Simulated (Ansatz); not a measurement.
# H2S (hydrogen sulfide) at PBE-QIDH/aug-cc-pVTZ

What is the electronic atomisation energy of H2S (hydrogen sulfide) at PBE-QIDH/aug-cc-pVTZ? 

The calculation is run with Ansatz 0.2.0.

34 further runs of the same task are left out: 34 set aside as unsound or not needed.

**1. Starting point**

H2S: 3 atoms, total charge 0, spin state singlet. SMILES: `S`. Geometry: relaxed at PBE0-D4/def2-TZVP.

Bond lengths: S1–H2 1.341 Å, S1–H3 1.341 Å. Angles: H2–S1–H3 92.3°.

**2. A single-point energy at PBE-QIDH/aug-cc-pVTZ**

run.yaml reads:

```yaml
basis:
  gaussian:
    orbitals: aug-cc-pVTZ
crystal:
  periodic: [false, false, false]
  atoms:
    - {symbol: S, position_ang: [0.495500, -0.280600, 0.243900]}
    - {symbol: H, position_ang: [0.097900, 0.997700, 0.162400]}
    - {symbol: H, position_ang: [-0.593400, -0.717100, -0.406300]}
hamiltonian:
  xc: {name: PBE-QIDH}
correlation:
  frozen_orbitals: {H: 0, S: 5}
accuracy: high
output:
  orbitals: {seedname: orbitals}
```

Command:

```console
$ ansatz run run.yaml --threads 1 --pin off --max-ram 3480MiB --events-out events.jsonl --progress --plain --runs-dir runs
```

The program printed:

```text
Warning: RAYON_NUM_THREADS=1 ignored (pool sized by the plan → 1); use --threads N
Functional definition: PBE-QIDH
  name "PBE-QIDH"
  parameter a = 3^(-1/3)
  parameter c = 1/3
  exchange = (1 - a)*pbe_x + a*exact_x
  correlation = (1 - c)*pbe_c + c*(mp2_os + mp2_ss)
1402 factors; integrals over basis functions are off by at most 3.5e-9 eV
mean field evaluation 1: about -10859.9906 eV, gradient 1.0e1 eV
mean field evaluation 2: about -10859.9925 eV, gradient 1.0e1 eV
mean field evaluation 4: about -10860.3666 eV, gradient 7.9e-1 eV
mean field evaluation 8: about -10860.3707 eV, gradient 8.1e-3 eV
mean field evaluation 16: about -10860.3707 eV, gradient 1.0e-6 eV
mean field -10860.37068874 eV, -399.1112613874 hartree, gradient 1.3e-8 eV, S^2 0.000000; 0 other end points of the search recorded, 0 dependent functions left out
5 core orbitals not correlated: weight in the atoms' cores, before any rotation towards them, 1.000 or more for the frozen orbitals, at most 0.000 for the correlated occupied ones
reference -10860.37069005 eV, -399.1112614355 hartree; 4, 4 occupied and 87, 87 virtual orbitals, 1402 factors
second order -6.01443288 eV of doubles, -0.00000000 eV of singles
Total energy: -10862.37550101 eV, -399.1849368794 hartree
```

It took 3.6 s on 1 thread of Arm Neoverse V2, shared host; peak memory 0.19 GiB.

**3. The H atom at the same level**

in.yaml reads:

```yaml
basis:
  gaussian:
    orbitals: aug-cc-pVTZ
crystal:
  periodic: [false, false, false]
  atoms:
    - {symbol: H, position_ang: [0.000000, 0.000000, 0.000000]}
magnetization:
  spin_polarized: true
  initial_magnetization: 1
hamiltonian:
  xc: {name: PBE-QIDH}
correlation:
  frozen_orbitals: {H: 0}
accuracy: high
```

Run the same way, it converges to -0.50183 Eh (log not shown).

**4. The S atom at the same level**

input.yaml reads:

```yaml
basis:
  gaussian:
    orbitals: aug-cc-pVTZ
crystal:
  periodic: [false, false, false]
  atoms:
    - {symbol: S, position_ang: [0.000000, 0.000000, 0.000000]}
magnetization:
  spin_polarized: true
  initial_magnetization: 2
hamiltonian:
  xc: {name: PBE-QIDH}
correlation:
  frozen_orbitals: {S: 5}
accuracy: high
```

Run the same way, it converges to -397.89711 Eh (log not shown).

**5. What came out**

Level: PBE-QIDH/aug-cc-pVTZ, 5 core orbitals frozen.

| quantity | value |
| --- | --- |
| molecule: total energy | -399.18494 Eh |
| molecule: HOMO energy (SCF part's orbitals) | -9.53 eV |
| molecule: LUMO energy (SCF part's orbitals) | 0.42 eV |
| molecule: HOMO–LUMO gap (SCF part's orbitals) | 9.96 eV |
| H atom: total energy | -0.50183 Eh |
| H atom: ⟨S²⟩ | 0.750 |
| S atom: total energy | -397.89711 Eh |
| S atom: ⟨S²⟩ | 2.009 |
| electronic atomisation energy | 7.733 eV |

What this shows: Taking the molecule apart into free atoms costs 7.73 eV (178 kcal/mol), before zero-point energy and without spin-orbit coupling.
